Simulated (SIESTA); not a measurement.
The system is Ba2Tl5V3O12.

```
Ba V Tl O
1.0
     6.48991   -6.67692   -0.04765
     6.48991    6.67692   -0.04765
    -1.96739    0.00000    5.75220
Ba V Tl O
2 3 5 12
Cartesian
  6.4899 0.2782 -0.0476
  6.4899 -3.9079 -0.0476
  9.8970 1.9304 1.4039
  1.1155 1.9304 4.2530
  5.5062 -0.9938 2.8285
  7.5378 2.3899 3.6011
  3.4747 2.3899 2.0558
  5.5062 6.4755 2.8285
  2.4016 -1.2210 1.2385
  8.6109 -1.2210 4.4184
  0.8627 1.7317 2.5341
  6.4815 0.0639 3.8372
  7.0413 -3.2392 4.8045
  8.1926 1.8299 1.1215
  6.5476 -1.8120 1.7511
  0.1757 0.7388 5.0824
  4.4649 -1.8120 3.9058
  10.8367 0.7388 0.5745
  3.9711 -3.2392 0.8524
  2.8198 1.8299 4.5354
  10.1497 1.7317 3.1228
  4.5309 0.0639 1.8197
```

The cell was built by a generator and needn't be a form met in nature.

Base run:

```yaml
Program: SIESTA 5.4.2
Functional: PBEsol
Potentials_or_basis: PseudoDojo 0.4 standard (PBEsol files)
Basis: DZP (energy shift 0.003 Ry; two zetas on semicore shells; d shell added on Ba)
Grid_cutoff: 800 Ry
Energy_shift: 0.003 Ry
k_mesh: 3 × 3 × 5
Occupations: fermi-dirac, width 0.05 eV
Spin: collinear spin, ferromagnetic start
Starting_moments: "[0.0, 0.0, 2.0, 2.0, 2.0, 0.0, 0.0, 0.0, 0.0, 0.0, 0.0, 0.0, 0.0, 0.0, 0.0, 0.0, 0.0, 0.0, 0.0, 0.0, 0.0, 0.0] μB"
```

Its results: band gap on the k mesh 2.79 eV, indirect (least direct gap 2.85 eV); pressure -1.6 GPa; net moment 0.00 μB per cell; largest force 0.261 eV/Å.

Question: The run is repeated on the same cell with these changes: functional from PBEsol to AM05. What comes out?

Answer: Band gap on the k mesh 2.87 eV, indirect (least direct gap 2.92 eV); pressure -0.9 GPa; net moment 0.00 μB per cell; largest force 0.216 eV/Å.

Caveats: this set's barium file shifts pressures by up to 1 GPa against other sets; spin-orbit coupling is left out, which as a rule narrows the gap of such compounds by several tenths of an eV; the basis of atomic orbitals isn't converged, which shifts pressures, moduli and gaps; the potentials were made for another functional, which shifts forces and pressure (some runs).
